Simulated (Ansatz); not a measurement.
# ZnMo3 (Pm-3m) in Ansatz: further runs, part 2 of 2

Ansatz 0.2.0.

## Step 3: Projected density of states, PBE

The input, input.yaml:

```yaml
crystal:
  lattice:
    - [3.943154, 0.0, 0.0]
    - [0.0, 3.943154, 0.0]
    - [0.0, 0.0, 3.943154]
  atoms:
    - { symbol: Mo, position: [0.5, 0.5, 0.0] }
    - { symbol: Mo, position: [0.5, 0.0, 0.5] }
    - { symbol: Mo, position: [0.0, 0.5, 0.5] }
    - { symbol: Zn, position: [0.0, 0.0, 0.0] }
hamiltonian:
  xc: pbe
  pseudopotentials: { kind: paw }
kpoints:
  mp_grid: { grid: [4, 4, 4] }
scf:
  occupations: { method: fermi_dirac, width: 0.05 }
  n_extra_bands: 10
output:
  forces: true
  stress: true
  eigenvalues: true
  dos: { projected: true, de: 0.05, nscf_kmesh: { grid: [6, 6, 6] } }
  write_density: true
  write_potential: true
  elf: true
  volumetric_format: npy
```

Potentials or basis: Ansatz PAW.

Run with:

```console
$ ansatz run input.yaml --threads 2 --pin off --max-ram 5632MiB --backend cpu --events-out ev --progress --plain --runs-dir out
```

The program printed:

```text
Warning: RAYON_NUM_THREADS=2 ignored (pool sized by the plan → 2); use --threads N
scf.n_extra_bands = 10 over 27 filled bands (N_el = 54.0): the run solves 37 bands
Engine: ansatz 0.2.0, aarch64-unknown-linux-gnu
Pseudopotentials: kind: paw
Pseudopotential: Mo, paw, valence charge 14, recommended cutoff 420 eV (normal), Mo.paw.azcp
Pseudopotential: Zn, paw, valence charge 12, recommended cutoff 420 eV (normal), Zn.paw.azcp
Functional definition: PBE
  parameter kappa = 0.804
  parameter beta = 0.06672455060314922
  exchange = pbe_x(kappa = kappa, mu = beta*pi^2/3)
  correlation = pbe_c(beta = beta)
Crystal: 4 atoms, lattice volume = 61.310 Å³
Basis set: ecut = 420 eV, 1213 PW (Γ), exchange–correlation on 54×54×54 points (8 copies of the dense FFT grid, shifted against one another)
Bands: 37, of which v1, the nominal top of the filled ones, is band 27 counted from 1 (26 counted from 0)
[... 30 lines left out ...]
  E_band       = -111.674232
  E_kinetic    = 1454.077445
  E_local      = -3850.852377  (includes V_loc(G=0)·N_el)
  E_nonlocal   = 1036.119230
  E_hartree    = 1403.291563
  E_xc         = -688.969273
  E_vxc        = -740.691268  (∫ρ·V_xc dr)
  E_paw        = -11424.847448  (= ΣΔE_a)
  E_vpaw       = -816.912740  (= ΣTr[D̂ρ^β])
  E_aug_tail   = -0.000245  (compensation charges beyond the density's cutoff)
  E_ewald      = -6115.189401
  E_smearing   = -0.022283  (= −TS)
  E_closure    = 0.000000  (closes the sum)
  Σ components = -18186.392788   (vs F -18186.392788, Δ=0.00e0)
--- Forces (eV/Å), atoms counted from 1 ---
  atom   1  Mo     0.00000000    -0.00000000     0.00000000
  atom   2  Mo     0.00000000    -0.00000000     0.00000000
  atom   3  Mo     0.00000000    -0.00000000    -0.00000000
  atom   4  Zn     0.00000000     0.00000000     0.00000000
  max |Σ_I F_I| component: 6.36e-29 eV/Å
--- Stress (GPa, compression-positive) ---
       -1.413715       0.000000       0.000000
        0.000000      -1.413715       0.000000
        0.000000       0.000000      -1.413715
  P = ⅓ Tr σ = -1.4137 GPa (-14.137 kbar)
--- Band table (eV; the first three rows and the last of 10) ---
  k-point 0: bands = ["-42.3403", "-42.0761", "-42.0761", "-16.7816", "-16.7816", "-16.7816", "-16.1909", "-16.1909", "-16.1909", "-15.7947", "-15.7947", "-15.7947", "10.4489", "11.2270", "11.2270", "11.3663", "11.3663", "11.3663", "13.0203", "15.2841", "15.2841", "15.2841", "15.6580", "15.6580", "19.6266", "19.6266", "19.6266", "20.7757", "20.7757", "20.7757", "21.3436", "21.3436", "22.5477", "23.2520", "23.2520", "23.2520", "27.2406"]
  k-point 1: bands = ["-42.3068", "-42.1099", "-42.0756", "-16.7043", "-16.7043", "-16.6576", "-16.2226", "-16.2226", "-16.2028", "-15.9529", "-15.8486", "-15.8486", "11.1535", "11.3407", "11.4095", "11.4126", "11.4720", "11.4720", "13.6434", "15.1318", "15.3902", "15.6072", "15.6072", "16.2612", "18.3517", "18.3517", "19.2051", "19.2325", "20.4302", "20.7278", "20.7278", "21.2164", "21.6611", "23.2552", "24.1704", "24.1704", "26.3256"]
  k-point 2: bands = ["-42.2525", "-42.1645", "-42.0752", "-16.5968", "-16.5968", "-16.3988", "-16.2862", "-16.2862", "-16.2457", "-16.2147", "-15.9009", "-15.9009", "11.4461", "11.4532", "11.4648", "11.5854", "11.5854", "12.8942", "13.4574", "14.6456", "15.5190", "15.9601", "15.9601", "17.3146", "17.9027", "17.9027", "18.3452", "18.7828", "19.0704", "19.5863", "19.5863", "19.9176", "21.4814", "23.2583", "25.2918", "26.7473", "26.7473"]
  k-point 9: bands = ["-42.1623", "-42.1623", "-42.1623", "-17.0844", "-16.7273", "-16.7273", "-16.7273", "-15.8602", "-15.8602", "-15.8602", "-15.7959", "-15.7959", "11.3305", "11.3305", "11.3305", "11.6564", "11.6564", "12.0579", "15.0163", "15.0163", "15.0163", "17.4783", "17.4783", "17.4783", "18.3645", "18.3645", "18.3645", "19.4697", "19.4697", "19.4697", "20.2960", "20.4011", "20.4011", "22.6150", "22.6150", "22.6150", "24.5106"]
```

dos.tsv:

```text
# E-E_F[eV]	g_bin_mean(E)[states/eV]	N(E)
# format = ansatz-dos/2
# fermi_ev = 18.729444
# fermi_mp_grid = 6 6 6
# fermi_mp_shift = 0 0 0
# nscf_kmesh_grid = 6 6 6
# nscf_kmesh_shift = 0 0 0
# tetrahedron_fermi_ev = 18.723234
# g_bin_mean(E): the states in a bin one row spacing wide, centred on E, divided by that spacing. States that the method places at a single energy (under output.dos.method: tetrahedron, those of a tetrahedron whose four corners have one energy) are counted whole in the row whose bin holds that energy (on the edge of two bins, in the lower row). The sum of g_bin_mean over a run of rows, times the row spacing, is the number of states from half a spacing under the first of them to half a spacing over the last (a plain sum, not the trapezoid rule).
-61.569743	0.000000e0	0.000000e0
-61.519743	0.000000e0	0.000000e0
-61.469743	0.000000e0	0.000000e0
-61.419743	0.000000e0	0.000000e0
-61.369743	0.000000e0	0.000000e0
-61.319743	0.000000e0	0.000000e0
[... 1405 lines left out ...]
8.980257	0.000000e0	7.400000e1
9.030257	0.000000e0	7.400000e1
```

rho_z.tsv:

```text
# z_ang	rho[e/angstrom^3]
# format = ansatz-planar-average/11
# lattice	3.943154000	0.000000000	0.000000000
# lattice	0.000000000	3.943154000	0.000000000
# lattice	0.000000000	0.000000000	3.943154000
# sites	4
# site	42	1.971577000	1.971577000	0.000000000
# site	42	1.971577000	0.000000000	1.971577000
# site	42	0.000000000	1.971577000	1.971577000
# site	30	0.000000000	0.000000000	0.000000000
0.000000	1.753988e0
0.146043	1.560828e0
0.292085	1.162645e0
0.438128	8.113665e-1
0.584171	5.704419e-1
0.730214	4.213324e-1
[... 19 lines left out ...]
3.651069	1.162645e0
3.797111	1.560828e0
```

Wall time 3.3 s (2 threads of Arm Neoverse N1, shared host); peak memory 0.32 GiB.

What came out:

| Item | Value |
| --- | --- |
| Free energy | -18186.3928 eV |
| Pressure | -1.4 GPa |
| Band gap on the k mesh | none (metal or under the smearing width) |
| Density of states at the Fermi level | 1.88 states/eV per cell |

States per cell in windows of 0.5 eV (zero at the Fermi level; states under -8 eV left out):
| from (eV) | total | Mo 4d | Zn 3d | Mo 5s | Zn 4s | Mo 4p | Mo 4s |
| --- | --- | --- | --- | --- | --- | --- | --- |
| -8.0 | 0.24 | 0.02 | 0.08 | 0.10 | 0.04 | 0.00 | 0.01 |
| -7.5 | 9.96 | 0.33 | 9.37 | 0.16 | 0.06 | 0.01 | 0.01 |
| -7.0 | 0.33 | 0.04 | 0.08 | 0.11 | 0.07 | 0.01 | 0.01 |
| -6.5 | 0.79 | 0.27 | 0.06 | 0.18 | 0.26 | 0.01 | 0.01 |
| -6.0 | 0.67 | 0.25 | 0.03 | 0.11 | 0.26 | 0.01 | 0.00 |
| -5.5 | 0.19 | 0.14 | 0.00 | 0.03 | 0.01 | 0.00 | 0.00 |
| -5.0 | 0.85 | 0.55 | 0.01 | 0.24 | 0.02 | 0.01 | 0.01 |
| -4.5 | 0.84 | 0.51 | 0.01 | 0.27 | 0.01 | 0.01 | 0.01 |
| -4.0 | 1.83 | 1.41 | 0.05 | 0.30 | 0.03 | 0.02 | 0.01 |
| -3.5 | 2.98 | 2.66 | 0.08 | 0.17 | 0.01 | 0.02 | 0.00 |
| -3.0 | 2.28 | 2.09 | 0.05 | 0.06 | 0.01 | 0.02 | 0.00 |
| -2.5 | 2.12 | 1.88 | 0.03 | 0.07 | 0.03 | 0.02 | 0.00 |
| -2.0 | 1.96 | 1.71 | 0.02 | 0.12 | 0.02 | 0.02 | 0.00 |
| -1.5 | 2.17 | 1.93 | 0.01 | 0.09 | 0.01 | 0.01 | 0.00 |
| -1.0 | 1.82 | 1.56 | 0.01 | 0.12 | 0.01 | 0.02 | 0.00 |
| -0.5 | 1.09 | 0.91 | 0.01 | 0.09 | 0.01 | 0.01 | 0.00 |
| 0.0 | 1.38 | 1.24 | 0.01 | 0.08 | 0.01 | 0.01 | 0.00 |
| 0.5 | 2.31 | 2.13 | 0.02 | 0.10 | 0.01 | 0.01 | 0.00 |
| 1.0 | 2.42 | 2.26 | 0.02 | 0.05 | 0.01 | 0.00 | 0.00 |
| 1.5 | 3.06 | 2.58 | 0.02 | 0.28 | 0.04 | 0.01 | 0.00 |
| 2.0 | 1.71 | 1.28 | 0.01 | 0.11 | 0.14 | 0.00 | 0.00 |
| 2.5 | 1.31 | 0.88 | 0.01 | 0.12 | 0.18 | 0.00 | 0.00 |
| 3.0 | 0.74 | 0.68 | 0.00 | 0.02 | 0.02 | 0.00 | 0.00 |
| 3.5 | 0.75 | 0.74 | 0.00 | 0.00 | 0.00 | 0.00 | 0.00 |
| 4.0 | 0.45 | 0.33 | 0.00 | 0.01 | 0.00 | 0.00 | 0.00 |
| 4.5 | 0.52 | 0.23 | 0.00 | 0.08 | 0.01 | 0.00 | 0.00 |
| 5.0 | 1.31 | 0.43 | 0.00 | 0.36 | 0.07 | 0.00 | 0.02 |
| 5.5 | 1.05 | 0.21 | 0.00 | 0.28 | 0.10 | 0.00 | 0.01 |
| 6.0 | 0.64 | 0.09 | 0.00 | 0.12 | 0.09 | 0.00 | 0.01 |
| 6.5 | 0.63 | 0.06 | 0.00 | 0.11 | 0.10 | 0.00 | 0.01 |
| 7.0 | 0.71 | 0.04 | 0.00 | 0.16 | 0.10 | 0.00 | 0.01 |
| 7.5 | 0.60 | 0.02 | 0.00 | 0.11 | 0.08 | 0.00 | 0.00 |

Caveat: the k mesh is coarse (spacing up to 0.40 Å⁻¹), so the values aren't converged; the density of states is complete only up to the lowest level of the last band computed.

## Step 4: Projected density of states, PBEsol

input.yaml: that of step 3 with these lines changed.

```diff
@@ -11,3 +11,3 @@
 hamiltonian:
-  xc: pbe
+  xc: pbesol
   pseudopotentials: { kind: paw }
@@ -23,5 +23 @@
   dos: { projected: true, de: 0.05, nscf_kmesh: { grid: [6, 6, 6] } }
-  write_density: true
-  write_potential: true
-  elf: true
-  volumetric_format: npy
```

Run with:

```console
$ ansatz run input.yaml --threads 2 --pin off --max-ram 5632MiB --backend cpu --events-out ev --progress --plain --runs-dir out
```

Run time: 3.3 s. Hardware: 2 threads of Arm Neoverse N1, shared host; peak memory 0.32 GiB.

It converged, with:

```
Free energy                          : -17972.5782 eV
Pressure                             : -8.8 GPa
Band gap on the k mesh               : none (metal or under the smearing width)
Density of states at the Fermi level : 1.87 states/eV per cell
```

Levels at points of the mesh, in eV from the Fermi level:
```csv
k point,band 24,band 25,band 26,band 27,band 28,band 29,band 30,band 31
"(0.00, 0.00, 0.00)",-2.89,1.08,1.08,1.08,2.20,2.20,2.20,2.79
"(0.00, 0.00, -0.50)",-1.23,-0.63,-0.63,-0.21,0.23,0.50,1.05,1.05
"(0.00, -0.50, -0.50)",-2.05,-2.00,-0.50,-0.50,0.47,0.47,0.50,1.67
"(-0.50, -0.50, -0.50)",-1.06,-0.20,-0.20,-0.20,0.91,0.91,0.91,1.74
```

States per cell in windows of 0.5 eV (zero at the Fermi level; states under -8 eV left out):
| from (eV) | total | Mo 4d | Zn 3d | Mo 5s | Zn 4s | Mo 4p | Mo 4s |
| --- | --- | --- | --- | --- | --- | --- | --- |
| -8.0 | 0.22 | 0.01 | 0.07 | 0.10 | 0.04 | 0.00 | 0.01 |
| -7.5 | 9.97 | 0.34 | 9.36 | 0.17 | 0.06 | 0.01 | 0.01 |
| -7.0 | 0.34 | 0.04 | 0.09 | 0.11 | 0.08 | 0.01 | 0.01 |
| -6.5 | 0.82 | 0.28 | 0.06 | 0.18 | 0.27 | 0.02 | 0.01 |
| -6.0 | 0.64 | 0.24 | 0.03 | 0.10 | 0.25 | 0.01 | 0.00 |
| -5.5 | 0.19 | 0.15 | 0.00 | 0.03 | 0.01 | 0.00 | 0.00 |
| -5.0 | 0.86 | 0.56 | 0.01 | 0.25 | 0.02 | 0.01 | 0.01 |
| -4.5 | 0.82 | 0.50 | 0.01 | 0.27 | 0.01 | 0.01 | 0.01 |
| -4.0 | 1.83 | 1.40 | 0.05 | 0.30 | 0.03 | 0.02 | 0.01 |
| -3.5 | 2.96 | 2.63 | 0.08 | 0.17 | 0.01 | 0.02 | 0.00 |
| -3.0 | 2.26 | 2.08 | 0.05 | 0.06 | 0.01 | 0.02 | 0.00 |
| -2.5 | 2.13 | 1.89 | 0.03 | 0.08 | 0.03 | 0.02 | 0.00 |
| -2.0 | 1.95 | 1.70 | 0.02 | 0.11 | 0.02 | 0.02 | 0.00 |
| -1.5 | 2.15 | 1.91 | 0.01 | 0.09 | 0.01 | 0.01 | 0.00 |
| -1.0 | 1.86 | 1.60 | 0.01 | 0.13 | 0.01 | 0.02 | 0.00 |
| -0.5 | 1.09 | 0.92 | 0.01 | 0.09 | 0.02 | 0.01 | 0.00 |
| 0.0 | 1.37 | 1.23 | 0.01 | 0.08 | 0.01 | 0.01 | 0.00 |
| 0.5 | 2.30 | 2.11 | 0.02 | 0.10 | 0.01 | 0.01 | 0.00 |
| 1.0 | 2.38 | 2.22 | 0.02 | 0.06 | 0.01 | 0.01 | 0.00 |
| 1.5 | 3.11 | 2.63 | 0.02 | 0.27 | 0.03 | 0.01 | 0.00 |
| 2.0 | 1.69 | 1.26 | 0.01 | 0.11 | 0.14 | 0.00 | 0.00 |
| 2.5 | 1.31 | 0.88 | 0.01 | 0.11 | 0.18 | 0.00 | 0.00 |
| 3.0 | 0.69 | 0.64 | 0.00 | 0.02 | 0.02 | 0.00 | 0.00 |
| 3.5 | 0.79 | 0.77 | 0.00 | 0.00 | 0.00 | 0.00 | 0.00 |
| 4.0 | 0.48 | 0.37 | 0.00 | 0.01 | 0.00 | 0.00 | 0.00 |
| 4.5 | 0.51 | 0.23 | 0.00 | 0.07 | 0.01 | 0.00 | 0.00 |
| 5.0 | 1.30 | 0.43 | 0.00 | 0.36 | 0.07 | 0.00 | 0.02 |
| 5.5 | 1.09 | 0.22 | 0.00 | 0.29 | 0.11 | 0.00 | 0.01 |
| 6.0 | 0.65 | 0.09 | 0.00 | 0.12 | 0.09 | 0.00 | 0.01 |
| 6.5 | 0.64 | 0.06 | 0.00 | 0.12 | 0.10 | 0.00 | 0.01 |
| 7.0 | 0.72 | 0.04 | 0.00 | 0.16 | 0.11 | 0.00 | 0.01 |
| 7.5 | 0.60 | 0.02 | 0.00 | 0.10 | 0.08 | 0.00 | 0.00 |

Caveat: the k mesh is coarse (spacing up to 0.40 Å⁻¹), so the values aren't converged; the PAW data sets come from PBE, with cores solved anew for the run's functional, which leaves a small shift of forces and pressure; the density of states is complete only up to the lowest level of the last band computed.

## Step 5: Summary

| level | gap on the mesh (eV) | pressure (GPa) |
| --- | --- | --- |
| LDA | none | -13.5 |
| PBE | none | -1.4 |
| PBEsol | none | -8.8 |

Alike in all rows: task projected density of states; potentials or basis Ansatz PAW; no spin polarisation; cell as given; k mesh 4 × 4 × 4; cutoff (eV) 420; smearing fermi-dirac 0.05 eV; the mesh is coarse, so values aren't converged.

Caveats: all runs use coarse meshes; the density of states is complete only up to the lowest level of the last band computed; the PAW data sets come from PBE, with cores solved anew for the run's functional, which leaves a small shift of forces and pressure (some runs).

Total energies depend on the potentials used, so only differences within one code and one set of settings carry meaning.
